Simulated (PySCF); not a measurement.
**Fluorine: the same states on changed settings**

These states were run before on sound settings. What differs here: initial guess sap, at most 50 SCF cycles. What does it move?

Program: PySCF 2.14.0. Level of theory: unrestricted determinants in a Gaussian basis, no spin-orbit coupling in the energies. These are calculated values, not measurements, unless marked.

## Step 1: What is computed

```
Element                                   : fluorine (Z = 9)
Basis                                     : def2-SVP (3s2p1d, 14 functions)
Hamiltonian                               : the non-relativistic Hamiltonian (point nucleus)
State 1                                   : F: [He] 2s2 2p5, 2P determinant
State 2                                   : F⁺: [He] 2s2 2p4, high-spin 3P determinant
Methods                                   : UHF, M06-L, MN15, MP2, CCSD(T)
Core shells frozen in the correlated runs : valence: 1s2 (for F)
```

Outer shells as boxes (Hund's rule):

F [He] 2s2 2p5
```
[He] core
2s [↑↓]
2p [↑↓][↑↓][↑ ]
```

F+ [He] 2s2 2p4
```
[He] core
2s [↑↓]
2p [↑↓][↑ ][↑ ]
```

The sound run (def2-SVP, no relativity, point nucleus, symmetry-adapted start, fine grid, valence correlation) gave:

| species | method | energy (hartree) |
| --- | --- | --- |
| F | UHF | -99.28405 |
| F | M06-L | -99.63117 |
| F | MN15 | -99.55379 |
| F | MP2 (valence) | -99.42243 |
| F | CCSD(T) (valence) | -99.43472 |
| F⁺ | UHF | -98.70445 |
| F⁺ | M06-L | -98.98719 |
| F⁺ | MN15 | -98.91320 |
| F⁺ | MP2 (valence) | -98.79918 |
| F⁺ | CCSD(T) (valence) | -98.81434 |

One driver process ran all states and methods and kept the integrals in memory. Each run is shown as a PySCF script that sums up its settings (the driver passes frozen orbitals as a list and adds second-order terms of double hybrids); the logs are those of the runs themselves.

It was started by

```
$ OMP_NUM_THREADS=1 python atomrun2.py TASK.json OUT
```

## Step 2: Changed run, F, method by method

UHF:

Input file input.py:

```python
from pyscf import gto, scf, dft, mp, cc
import basis_set_exchange as bse
mol = gto.M(atom="F 0 0 0", charge=0, spin=1, symmetry="D2h",
            basis=gto.basis.parse(bse.get_basis("def2-SVP", elements=["F"], fmt="nwchem", header=False)))
mf = scf.UHF(mol)
mf.irrep_nelec = {'Ag': (2, 2), 'B1u': (1, 1), 'B2u': (1, 1), 'B3u': (1, 0)}
mf.init_guess = "sap"
mf.max_cycle = 50
mf.kernel()
```

Log:

```text
damping factor = 0
level_shift factor = 0
DIIS = <class 'pyscf.scf.diis.CDIIS'>
diis_start_cycle = 1
diis_space = 10
diis_damp = 0
SCF conv_tol = 1e-09
SCF conv_tol_grad = None
number electrons alpha = 5  beta = 4
irrep_nelec {'Ag': (2, 2), 'B1g': (0, 0), 'B2g': (0, 0), 'B3g': (0, 0), 'B1u': (1, 1), 'B2u': (1, 1), 'B3u': (1, 0)}
alpha HOMO (B1u) = -0.856744355445961  LUMO (Ag) = 0.643696013923493

WARN: HOMO -0.856744355445961 >= LUMO -1.56660944791995

cycle= 1 E= -99.1793493755367  delta_E= -0.76  |g|= 0.553  |ddm|= 1.29
alpha HOMO (B1u) = -0.551566967909673  LUMO (Ag) = 1.37287483223792
  HOMO = -0.504691629609  LUMO = 0.223457355251  gap/eV = 19.81394
cycle= 2 E= -99.2709460420999  delta_E= -0.0916  |g|= 0.201  |ddm|= 0.48
alpha HOMO (B1u) = -0.71770027913877  LUMO (Ag) = 1.27158392774781
  HOMO = -0.669590124379  LUMO = 0.0784573791509  gap/eV = 20.35541
cycle= 3 E= -99.2838234475443  delta_E= -0.0129  |g|= 0.0192  |ddm|= 0.12
alpha HOMO (B1u) = -0.722052607950092  LUMO (Ag) = 1.27509190892441
  HOMO = -0.673040012058  LUMO = 0.0836323163485  gap/eV = 20.59010
cycle= 4 E= -99.2840451974789  delta_E= -0.000222  |g|= 0.0028  |ddm|= 0.0187
alpha HOMO (B2u) = -0.722835570641628  LUMO (Ag) = 1.27480049571765
  HOMO = -0.672567598741  LUMO = 0.083794149407  gap/eV = 20.58165
cycle= 5 E= -99.2840508655732  delta_E= -5.67e-06  |g|= 0.000615  |ddm|= 0.0031
alpha HOMO (B2u) = -0.723230178266396  LUMO (Ag) = 1.27479060285953
  HOMO = -0.672520720281  LUMO = 0.0837131946148  gap/eV = 20.57817
cycle= 6 E= -99.2840511757823  delta_E= -3.1e-07  |g|= 0.000167  |ddm|= 0.00076
alpha HOMO (B2u) = -0.723265799676062  LUMO (Ag) = 1.27475920675969
  HOMO = -0.672403902254  LUMO = 0.0837341607549  gap/eV = 20.57556
cycle= 7 E= -99.2840512005678  delta_E= -2.48e-08  |g|= 9.88e-06  |ddm|= 0.000266
alpha HOMO (B1u) = -0.723277653907079  LUMO (Ag) = 1.27476657626853
  HOMO = -0.672417617749  LUMO = 0.0837358159439  gap/eV = 20.57598
cycle= 8 E= -99.2840512006119  delta_E= -4.41e-11  |g|= 1.31e-06  |ddm|= 1.09e-05
converged SCF energy = -99.2840512006119  <S^2> = 0.75241327  2S+1 = 2.0024118
```

Time after the integrals: 0.08 s (1 thread of AMD EPYC 7R43, shared host).

The occupied shells:

| shell | electrons | mean orbital energy (eV) | spread (eV) | rms radius (bohr) |
| --- | --- | --- | --- | --- |
| 1s α | 1 | -718.17 | 0 | 0.204 |
| 1s β | 1 | -716.82 | 0 | 0.204 |
| 2s α | 1 | -44.400 | 0 | 1.11 |
| 2s β | 1 | -39.191 | 0 | 1.11 |
| 2p α | 3 | -20.677 | 2.988 | 1.22 |
| 2p β | 2 | -18.297 | 0 | 1.22 |

⟨S²⟩ = 0.752, ⟨L²⟩ = 2.01.

M06-L:

input.py differs from the last one in:

```diff
@@ -4,3 +4,3 @@
             basis=gto.basis.parse(bse.get_basis("def2-SVP", elements=["F"], fmt="nwchem", header=False)))
-mf = scf.UHF(mol)
+mf = dft.UKS(mol, xc="M06L")
 mf.irrep_nelec = {'Ag': (2, 2), 'B1u': (1, 1), 'B2u': (1, 1), 'B3u': (1, 0)}
```

Log:

```text
damping factor = 0
level_shift factor = 0
DIIS = <class 'pyscf.scf.diis.CDIIS'>
diis_start_cycle = 1
diis_space = 10
diis_damp = 0
SCF conv_tol = 1e-09
SCF conv_tol_grad = None
number electrons alpha = 5  beta = 4
irrep_nelec {'Ag': (2, 2), 'B1g': (0, 0), 'B2g': (0, 0), 'B3g': (0, 0), 'B1u': (1, 1), 'B2u': (1, 1), 'B3u': (1, 0)}
XC functionals = M06L
    Y. Zhao and D. G. Truhlar.,  J. Chem. Phys. 125, 194101 (2006)
    Y. Zhao and D. G. Truhlar.,  J. Chem. Phys. 125, 194101 (2006)
    Y. Zhao and D. G. Truhlar.,  Theor. Chem. Acc. 120, 215 (2008)
alpha HOMO (B1u) = -1.25229961500218  LUMO (Ag) = 0.362629344508415

WARN: HOMO -1.25229961500218 >= LUMO -1.27362207804609

cycle= 1 E= -99.3345323476716  delta_E= -0.605  |g|= 0.902  |ddm|=  1.4
alpha HOMO (B2u) = -0.104781345654457  LUMO (Ag) = 1.19376399953957
  HOMO = -0.0675308929007  LUMO = 0.00888060128658  gap/eV = 2.07926
cycle= 2 E= -99.3783284124777  delta_E= -0.0438  |g|= 0.905  |ddm|= 1.11
alpha HOMO (B2u) = -0.404800484696449  LUMO (Ag) = 0.994362848116041
  HOMO = -0.36407867299  LUMO = -0.269386481593  gap/eV = 2.57671
cycle= 3 E= -99.6311494996888  delta_E= -0.253  |g|= 0.00776  |ddm|= 0.514
alpha HOMO (B1u) = -0.414413878213314  LUMO (Ag) = 0.971783919949995
  HOMO = -0.374077951821  LUMO = -0.274052506107  gap/eV = 2.72183
cycle= 4 E= -99.6311696589576  delta_E= -2.02e-05  |g|= 0.000652  |ddm|= 0.00692
alpha HOMO (B1u) = -0.413794069746431  LUMO (Ag) = 0.97357847376616
  HOMO = -0.373132321447  LUMO = -0.273238713563  gap/eV = 2.71824
cycle= 5 E= -99.6311698649682  delta_E= -2.06e-07  |g|= 0.000129  |ddm|= 0.000591
alpha HOMO (B2u) = -0.413780688016711  LUMO (Ag) = 0.973626571138047
  HOMO = -0.373041423407  LUMO = -0.273148359472  gap/eV = 2.71823
cycle= 6 E= -99.6311698763479  delta_E= -1.14e-08  |g|= 1.05e-05  |ddm|= 0.00017
alpha HOMO (B1u) = -0.41379131709847  LUMO (Ag) = 0.973607730649978
  HOMO = -0.373049464309  LUMO = -0.27315716917  gap/eV = 2.71821
cycle= 7 E= -99.6311698763902  delta_E= -4.23e-11  |g|= 1.06e-07  |ddm|= 1.01e-05
converged SCF energy = -99.6311698763902  <S^2> = 0.75185597  2S+1 = 2.0018551
```

It took 0.21 s on 1 thread of AMD EPYC 7R43, shared host, the integrals not counted.

MN15:

input.py differs from the last one in:

```diff
@@ -4,3 +4,3 @@
             basis=gto.basis.parse(bse.get_basis("def2-SVP", elements=["F"], fmt="nwchem", header=False)))
-mf = dft.UKS(mol, xc="M06L")
+mf = dft.UKS(mol, xc="MN15")
 mf.irrep_nelec = {'Ag': (2, 2), 'B1u': (1, 1), 'B2u': (1, 1), 'B3u': (1, 0)}
```

Log:

```text
damping factor = 0
level_shift factor = 0
DIIS = <class 'pyscf.scf.diis.CDIIS'>
diis_start_cycle = 1
diis_space = 10
diis_damp = 0
SCF conv_tol = 1e-09
SCF conv_tol_grad = None
number electrons alpha = 5  beta = 4
irrep_nelec {'Ag': (2, 2), 'B1g': (0, 0), 'B2g': (0, 0), 'B3g': (0, 0), 'B1u': (1, 1), 'B2u': (1, 1), 'B3u': (1, 0)}
XC functionals = MN15
    H. S. Yu, X. He, S. L. Li, and D. G. Truhlar.,  Chem. Sci. 7, 5032-5051 (2016)
    H. S. Yu, X. He, S. L. Li, and D. G. Truhlar.,  Chem. Sci. 7, 5032-5051 (2016)
alpha HOMO (B1u) = -1.1828937687117  LUMO (Ag) = 0.43144863162091

WARN: HOMO -1.1828937687117 >= LUMO -1.38046193935316

cycle= 1 E= -99.2731363099646  delta_E= -0.62  |g|= 0.901  |ddm|= 1.39
alpha HOMO (B1u) = -0.200909670273114  LUMO (Ag) = 1.30078009615829
  HOMO = -0.1676602302  LUMO = 0.0963274993155  gap/eV = 7.18347
cycle= 2 E= -99.3766482804708  delta_E= -0.104  |g|= 0.762  |ddm|= 1.02
alpha HOMO (B1u) = -0.501964078775227  LUMO (B3u) = 1.07519856852781
  HOMO = -0.466559227716  LUMO = -0.183699250657  gap/eV = 7.69701
cycle= 3 E= -99.5537790876217  delta_E= -0.177  |g|= 0.00456  |ddm|= 0.434
alpha HOMO (B2u) = -0.509059418176511  LUMO (B3u) = 1.07685003406338
  HOMO = -0.473515679865  LUMO = -0.183795869184  gap/eV = 7.88368
cycle= 4 E= -99.5537888174954  delta_E= -9.73e-06  |g|= 0.000641  |ddm|= 0.00369
alpha HOMO (B1u) = -0.508941870377355  LUMO (B3u) = 1.07683576287415
  HOMO = -0.473148029203  LUMO = -0.183503409665  gap/eV = 7.88163
cycle= 5 E= -99.5537890788112  delta_E= -2.61e-07  |g|= 5.12e-05  |ddm|= 0.000761
alpha HOMO (B2u) = -0.508976890170394  LUMO (B3u) = 1.07683808285097
  HOMO = -0.47315871471  LUMO = -0.183510414287  gap/eV = 7.88173
cycle= 6 E= -99.5537890806105  delta_E= -1.8e-09  |g|= 2.99e-06  |ddm|= 6.22e-05
alpha HOMO (B1u) = -0.508976695428407  LUMO (B3u) = 1.07683771882034
  HOMO = -0.473156998622  LUMO = -0.183510876517  gap/eV = 7.88167
cycle= 7 E= -99.5537890806161  delta_E= -5.63e-12  |g|= 1.18e-07  |ddm|= 3.54e-06
converged SCF energy = -99.5537890806161  <S^2> = 0.75034286  2S+1 = 2.0003428
```

It took 0.21 s on 1 thread of AMD EPYC 7R43, shared host, the integrals not counted.

MP2 (valence):

input.py differs from the last one in:

```diff
@@ -4,3 +4,3 @@
             basis=gto.basis.parse(bse.get_basis("def2-SVP", elements=["F"], fmt="nwchem", header=False)))
-mf = dft.UKS(mol, xc="MN15")
+mf = scf.UHF(mol)
 mf.irrep_nelec = {'Ag': (2, 2), 'B1u': (1, 1), 'B2u': (1, 1), 'B3u': (1, 0)}
@@ -9 +9,2 @@
 mf.kernel()
+mp.UMP2(mf, frozen=1).kernel()
```

No log was kept for this step.

Time after the integrals: 0.01 s (1 thread of AMD EPYC 7R43, shared host).

With 7 electrons correlated, the MP2 correlation energy is -0.13838 hartree (-0.03542 same spin, -0.10296 opposite spin); the SCS form gives -0.13536. Largest pairs of shells: 2p-2p -0.0898, 2s-2p -0.0413, 2s-2s -0.0073.

CCSD(T) (valence):

input.py differs from the last one in:

```diff
@@ -9,2 +9,3 @@
 mf.kernel()
-mp.UMP2(mf, frozen=1).kernel()
+mycc = cc.CCSD(mf, frozen=1).run()
+mycc.ccsd_t()
```

Log:

```text
CC2 = 0
CCSD nocc = (np.int64(4), np.int64(3)), nmo = (13, 13)
frozen orbitals [[0], [0]]
max_cycle = 100
direct = 0
conv_tol = 1e-08
conv_tol_normt = 1e-06
diis_space = 8
diis_start_cycle = 0
Init t2, MP2 energy = -0.138380552150159
Init E_corr(UCCSD) = -0.138380552150862
cycle = 1  E_corr(UCCSD) = -0.147365093565214  dE = -0.00898454141  norm(t1,t2) = 0.0209613
cycle = 2  E_corr(UCCSD) = -0.149086436471416  dE = -0.00172134291  norm(t1,t2) = 0.00586982
cycle = 3  E_corr(UCCSD) = -0.149761539697264  dE = -0.000675103226  norm(t1,t2) = 0.00246451
cycle = 4  E_corr(UCCSD) = -0.149749488533188  dE = 1.20511641e-05  norm(t1,t2) = 0.000600547
cycle = 5  E_corr(UCCSD) = -0.14974825461548  dE = 1.23391771e-06  norm(t1,t2) = 9.49086e-05
cycle = 6  E_corr(UCCSD) = -0.149749893827507  dE = -1.63921203e-06  norm(t1,t2) = 1.85265e-05
cycle = 7  E_corr(UCCSD) = -0.149749797833775  dE = 9.5993732e-08  norm(t1,t2) = 2.43448e-06
cycle = 8  E_corr(UCCSD) = -0.149749815873521  dE = -1.80397464e-08  norm(t1,t2) = 4.73397e-07
cycle = 9  E_corr(UCCSD) = -0.149749815560871  dE = 3.12649823e-10  norm(t1,t2) = 7.14363e-08
UCCSD converged
E(UCCSD) = -99.43380101617281  E_corr = -0.1497498155608713
UCCSD(T) correction = -0.000915832593556677
```

It took 0.14 s on 1 thread of AMD EPYC 7R43, shared host, the integrals not counted.

CCSD correlation -0.14975 hartree, triples -0.00092; total -99.434717. T1 = 0.003, largest double amplitude 0.047.

[end of part 1 of 2]
